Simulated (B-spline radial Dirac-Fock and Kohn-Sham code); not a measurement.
# Inner shells of La³⁴⁺

Wanted for La³⁴⁺: its X-ray form factor and Compton profile and the binding energy of each subshell.

Program: B-spline radial Dirac-Fock and Kohn-Sham code, version 2. Model: a free atom or ion on a radial basis; each step names its model. All values are calculated, but those marked as tabulated.

### 1 The atom as given

The La³⁴⁺ ion, configuration 1s2 2s2 2p6 3s2 3p6 3d5.

* nuclear charge: 57
* electrons: 23
* mass number: 139
* nuclear rms radius: 4.855 fm

Outer shells as boxes (Hund's rule, for the drawing alone; heavy ions are jj-coupled, and the calculation averages over the configuration):

```
[Ar] core
3d [↑ ][↑ ][↑ ][↑ ][↑ ]
```

### 2 X-ray scattering functions

Model: Dirac-Fock average of configuration, finite nucleus; form factor of the spherical density, Waller-Hartree incoherent function, impulse-approximation Compton profiles.

Settings, as recorded:

```ini
task = scatter
Z = 57
charge = 34
configuration = 1s2 2s2 2p6 3s2 3p6 3d5
mass_number = 139
rms_radius = 4.855  # fm
s = [0.0, 0.07, 0.08, 0.1, 0.13, 0.16, 0.21, 0.26, 0.32, 0.41, 0.51, 0.64, 0.8, 1.01, 1.26, 1.58, 1.99, 2.49, 3.13, 3.92, 4.92, 6.17, 7.74]  # 1/A
pz = [0, 0.1, 0.2, 0.3, 0.4, 0.5, 0.6, 0.8, 1.0, 1.2, 1.4, 1.6, 1.8, 2.0, 2.5, 3.0, 4.0, 5.0, 7.0, 10.0, 15.0, 20.0, 30.0, 40.0, 60.0, 100.0]  # a.u.
photon_energy = [2000, 5000, 10000, 17479.3, 50000, 100000, 500000, 1000000]  # eV
```

Results of the run (chosen fields of its result record, rounded):

```text
{
  "status": "converged",
  "form_factor [e]": [23.0, 22.961, 22.949, 22.921, 22.867, 22.798, 22.654, 22.473, 22.208, 21.721, 21.065, 20.059, 18.645, 16.629, 14.219, 11.459, 8.7933, 6.8128, 5.4959, 4.4809, 3.3687, 2.3062, 1.5834],
  "incoherent": [1.5339e-11, 0.03582, 0.046762, 0.072979, 0.12306, 0.18588, 0.31828, 0.48419, 0.72529, 1.166, 1.7532, 2.6384, 3.8557, 5.5436, 7.5081, 9.7445, 12.039, 14.107, 16.006, 17.71, 19.23, 20.413, 21.238],
  "compton_total [1/a.u.]": [1.0875, 1.0874, 1.0871, 1.0864, 1.0856, 1.0845, 1.0831, 1.0797, 1.0753, 1.0699, 1.0635, 1.0562, 1.0479, 1.0387, 1.0118, 0.97966, 0.90185, 0.81155, 0.62332, 0.39891, 0.20604, 0.11763, 0.044118, 0.019753, 0.0055839, 0.00083777],
  "shells": ["1s1/2", "2s1/2", "2p1/2", "2p3/2", "3s1/2", "3p1/2", "3p3/2", "3d3/2", "3d5/2"],
  "occupation": [2.0, 2.0, 2.0, 4.0, 2.0, 2.0, 4.0, 2.0, 3.0],
  "mean_momentum [a.u.]": [53.87, 19.285, 25.667, 24.034, 10.194, 12.114, 11.663, 13.944, 13.771],
  "r2 [bohr^2]": 1.0756,
  "r_inverse [1/bohr]": 303.83,
  "r1 [bohr]": 4.1443,
  "coherent [b]": [348.78, 333.1, 285.99, 204.07, 58.576, 19.896, 1.0839, 0.28055],
  "incoherent_cross_section [b]": [0.062314, 0.37168, 1.3076, 3.0441, 7.3219, 8.694, 6.4219, 4.7927],
  "radial_jk": {
    "3d": {"j0": [1.0, 0.99763, 0.9969, 0.99516, 0.99184, 0.98766, 0.97885, 0.96776, 0.95158, 0.92177, 0.88161, 0.82009, 0.7336, 0.61028, 0.46294, 0.29473, 0.13476, 0.0248, -0.024574, -0.026999, -0.013918, -0.0043009, -0.00069038], "j2": [0.0, 0.00094884, 0.0012386, 0.0019329, 0.0032587, 0.0049211, 0.0084223, 0.012804, 0.01916, 0.030738, 0.04606, 0.068882, 0.099485, 0.13961, 0.18063, 0.21394, 0.22125, 0.19061, 0.1292, 0.066318, 0.023966, 0.0054505, 0.00032564], "j4": [0.0, 3.6495e-07, 6.2227e-07, 1.5173e-06, 4.3234e-06, 9.891e-06, 2.9167e-05, 6.7987e-05, 0.00015416, 0.00040628, 0.00094292, 0.0022241, 0.0050314, 0.0113, 0.022893, 0.043062, 0.071825, 0.099506, 0.1117, 0.097851, 0.06587, 0.034369, 0.014182], "r2": 0.065799, "r4": 0.0073579, "r6": 0.0012546}
  }
}
```

Form factor and incoherent function, every second point:

```csv
s (1/Å),f (e),f / N,S(s)
0,23.00,1.000,0
0.0800,22.95,0.998,0.04676
0.130,22.87,0.994,0.1231
0.210,22.65,0.985,0.3183
0.320,22.21,0.966,0.7253
0.510,21.06,0.916,1.753
0.800,18.65,0.811,3.856
1.26,14.22,0.618,7.508
1.99,8.793,0.382,12.04
3.13,5.496,0.239,16.01
4.92,3.369,0.146,19.23
7.74,1.583,0.069,21.24
```

### 3 Binding energies

Model: Dirac-Fock average of configuration, Delta-SCF, finite nucleus, first-order Breit with its frequency dependence, self-energy and vacuum polarisation.

Recorded inputs:

```ini
task = binding
```

Results of the run (chosen fields of its result record, rounded):

```text
{
  "status": "converged",
  "shells": ["K", "L1", "L2", "L3", "M1", "M2", "M3", "M4,5"],
  "total_energy_parts [Ha]": [-7693.92352, 7.27955031, -0.732158265, -0.0851769605, 5.31589454, -0.752443264],
  "koopmans [eV]": [40748.3, 7885.63, 7520.06, 7100.98, 2750.78, 2598.79, 2504.77, 2269.81],
  "dirac_coulomb [eV]": [40708.3, 7872.86, 7504.49, 7086.6, 2748.99, 2596.67, 2502.87, 2267.17],
  "gaunt [eV]": [-107.215, -10.8552, -18.4017, -13.1677, -2.24853, -3.8444, -2.70472, -1.30246],
  "retardation [eV]": [7.95948, 0.78394, 1.97439, 1.97814, 0.197575, 0.464758, 0.46865, 0.223795],
  "breit_frequency [eV]": [1.05418, -0.0919932, -0.00597064, 0.452977, -0.0250309, -0.0187839, 0.096345, -0.00523558],
  "self_energy [eV]": [-58.5937, -7.6297, 0.363943, -0.328896, -1.81606, 0.0453068, -0.100949, 0.089777],
  "vacuum_polarisation [eV]": [8.61943, 1.04012, -0.00832944, -0.0484164, 0.238456, -0.00103019, -0.0115991, -0.0115317],
  "binding [eV]": [40560.1, 7856.1, 7488.41, 7075.48, 2745.34, 2593.32, 2500.62, 2266.16],
  "mean_radius [bohr]": [0.0250611, 0.106188, 0.0893621, 0.095287, 0.270155, 0.258731, 0.268599, 0.239177]
}
```

total_energy_parts: Dirac-Coulomb, Gaunt, retardation, frequency dependence, self-energy, vacuum polarisation. 

The binding energies by parts, in eV; the parts add up.

```csv
level,-ε,relaxation,Breit,QED,binding
K (1s),40748.3,-40.00,-98.20,-49.97,40560.1
L1 (2s),7885.6,-12.77,-10.16,-6.59,7856.1
L2 (2p1/2),7520.1,-15.57,-16.43,0.36,7488.4
L3 (2p3/2),7101.0,-14.38,-10.74,-0.38,7075.5
M1 (3s),2750.8,-1.79,-2.08,-1.58,2745.3
M2 (3p1/2),2598.8,-2.12,-3.40,0.04,2593.3
M3 (3p3/2),2504.8,-1.90,-2.14,-0.11,2500.6
"M4,5 (3d)",2269.8,-2.64,-1.08,0.08,2266.2
```

X-ray lines as differences of these levels:

```csv
line,energy (eV)
Kβ1 (K-M3),38059.5
Kβ3 (K-M2),37966.8
Kα1 (K-L3),33484.6
Kα2 (K-L2),33071.7
Lβ3 (L1-M3),5355.5
Lβ4 (L1-M2),5262.8
Lη (L2-M1),4743.1
Lℓ (L3-M1),4330.1
```

### 4 What came out

```
                             quantity         value
     rms radius of the electron cloud    0.216 bohr
                form factor halves at       1.6 1/Å
              Compton profile at zero  1.088 1/a.u.
         deepest level listed, K (1s)    40560.1 eV
               least bound, M4,5 (3d)     2266.2 eV
                                  Kα1    33484.6 eV
ionisation energy, NIST (theoretical)    2259.00 eV
```

f falls from 23 to half of that at s = 1.6 1/Å. Incoherent scattering outweighs coherent from 500 keV on, among the energies asked. The K (1s) level lies 40.0 eV under Koopmans' value by relaxation alone; Breit gives -98.20 and QED -49.97 eV. NIST's ionisation energy differs by -7.16 eV from the least binding energy; the calculation averages open shells over their j components and terms. The Hartree-Fock and Dirac-Fock values hold no electron correlation.
